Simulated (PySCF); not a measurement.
# C2H7GeN: the cost of one run

The runs use PySCF 2.14.0, with density-fitted response routines of our own; the level of theory stands in each step. All values are computed, except where a source is named. Atoms are numbered from 0 throughout.

## Step 1: The starting structure

11 atoms, charge 0, multiplicity 1; geometry from: GFN2-xTB. The atoms were then displaced at random by about 0.01 Å, so the start is not that level's minimum.

Bonds of the start (Å): C0–N1 1.42, N1–C2 1.24, C2–Ge3 2.02, C0–H4 1.09, C0–H5 1.06, C0–H6 1.10, C2–H7 1.11, Ge3–H8 1.48, Ge3–H9 1.46, Ge3–H10 1.51.

## Step 2: Geometry optimisation at PBE0-D3(BJ)/def2-SVP

What the job is given:

```
{"job": {"xc": "PBE0", "basis": "def2-SVP", "d3": "d3bj", "grid": 1, "shake": 0.01, "kind": "geom"}, "charge": 0, "multiplicity": 1}
C     -1.689990    -0.097270     0.070900
N     -0.940420     1.109680     0.163090
C      0.293690     1.079630     0.095680
Ge     1.581790    -0.459140    -0.127310
H     -2.315190    -0.169990     0.961170
H     -1.099320    -0.972300    -0.066300
H     -2.384320     0.033000    -0.776320
H      0.824890     2.051780     0.184810
H      1.367390    -1.199400    -1.393860
H      2.938440     0.078790    -0.111710
H      1.461150    -1.480610     0.984190
```

The run is started by

```bash
$ OMP_NUM_THREADS=1 python probes_run.py task.json out
```

This one command runs all jobs of the session in turn.

**Question.** How long does this first job take on 1 thread of Arm Neoverse V1, shared host, and how much memory does it need?

About 27 s, with a peak of 0.44 GiB.
